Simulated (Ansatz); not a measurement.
Run this with Ansatz 0.2.0 through its Python package and show what comes out.

The script, `run_formation.py`:
```python
# -*- coding: utf-8 -*-
"""Heat of formation of Sc2Al at zero temperature, after relaxing atoms and volume at fixed cell shape."""

from collections import Counter
import warnings

import ansatz as az
import numpy as np

XC = "pbesol"
CUTOFF = 320
BETA = 0.1
TOLERANCE = 1e-07
K_SPACING = 0.39
OCCUPATIONS = "cold"
WIDTH_EV = 0.1

PHASES = {
    "Sc2Al": (
        [(4.89261, 0.0, 0.0), (-2.44631, 4.23713, 0.0), (0.0, 0.0, 6.16142)],
        [
            ("Sc", (0.0, 0.0, 0.0)),
            ("Sc", (0.0, 0.0, 0.5)),
            ("Sc", (1 / 3, 2 / 3, 0.75)),
            ("Sc", (2 / 3, 1 / 3, 0.25)),
            ("Al", (1 / 3, 2 / 3, 0.25)),
            ("Al", (2 / 3, 1 / 3, 0.75)),
        ],
    ),
    "Sc": (
        [(3.309, 0.0, 0.0), (-1.6545, 2.86568, 0.0), (0.0, 0.0, 5.2733)],
        [
            ("Sc", (1 / 3, 2 / 3, 0.25)),
            ("Sc", (2 / 3, 1 / 3, 0.75)),
        ],
    ),
    "Al": (
        [(0.0, 2.02481, 2.02481), (2.02481, 0.0, 2.02481), (2.02481, 2.02481, 0.0)],
        [
            ("Al", (0.0, 0.0, 0.0)),
        ],
    ),
}


def build(vectors, sites):
    crystal = az.Crystal(lattice=az.Lattice.of(vectors))
    for symbol, position in sites:
        crystal = crystal.atom(symbol, position)
    return crystal


def ground_state(name, crystal):
    calc = (
        crystal.calculation()
        .functional(XC)
        .basis(CUTOFF)
        .mixing("msr1", beta=BETA)
        .scf(tolerance=TOLERANCE)
        .kpoints(spacing=K_SPACING)
        .occupations(OCCUPATIONS, width=WIDTH_EV)
        .stress()
    )
    calc = calc.relax(force_tolerance=0.02, max_steps=40, fix_cell=["shape"])
    return calc.run()


def counts(outcome):
    return Counter(site.symbol for site in outcome.lattice.sites)

def formation_energy(outcome, mu):
    n = counts(outcome)
    return (outcome.report["energy_sigma0_ev"] - sum(k * mu[element] for element, k in n.items())) / sum(n.values())


def volume_per_atom(outcome):
    return abs(np.linalg.det(outcome.lattice.cell_ang)) / len(outcome.lattice.sites)


def main():
    warnings.simplefilter("ignore", az.DeckWarning)

    phases = {name: build(*cell) for name, cell in PHASES.items()}

    done = {name: ground_state(name, crystal) for name, crystal in phases.items()}

    # energy of one atom in its reference phase
    references = {"Sc": "Sc", "Al": "Al"}
    mu = {element: done[name].report["energy_sigma0_ev"] / len(done[name].lattice.sites) for element, name in references.items()}

    target = done["Sc2Al"]
    heat = formation_energy(target, mu)
    n = counts(target)
    print("cell content:", dict(n), " volume", round(volume_per_atom(target), 3), "A^3/atom")
    print("formation energy", round(heat, 4), "eV/atom,", round(heat * sum(n.values()), 4), "eV per cell")
    print("bound against the elements" if heat < 0 else "unbound against the elements")


if __name__ == "__main__":
    main()
```

```console
$ python run_formation.py
cell content: {<Element.SC: 'Sc'>: 4, <Element.AL: 'Al'>: 2}  volume 20.689 A^3/atom
formation energy -0.3436 eV/atom, -2.0617 eV per cell
bound against the elements
```

The settings weren't tested for convergence. The cutoff lies under the one recommended for these potentials. No spin polarisation was allowed. For the metals among these phases the mesh is modest: differences between phases can be off by up to 40 meV an atom. The program warned that this SCF threshold is loose for forces or stresses. Atoms and volume are relaxed with the cell's shape held, which in cells of lower than cubic symmetry can hide stresses and shift volumes. The cells come from databases of deposited and of computed structures, and not all need be stable phases. The compound is the structure given, not necessarily its lowest; energies are at zero temperature, with no correction for gases. A semilocal functional's error on such energies is often 0.05 to 0.1 eV an atom, and 0.1 to 0.3 eV against gases such as O2 or F2. The script silences the warnings on its input, which a real study should read. The whole script took 11 s on 1 thread of Arm Neoverse V2, on a shared host, peak memory 0.41 GiB.

(A comment or docstring line of the script was reworded after the run, the code is as it ran; lines on the test bed's own set-up are left out of the output.)
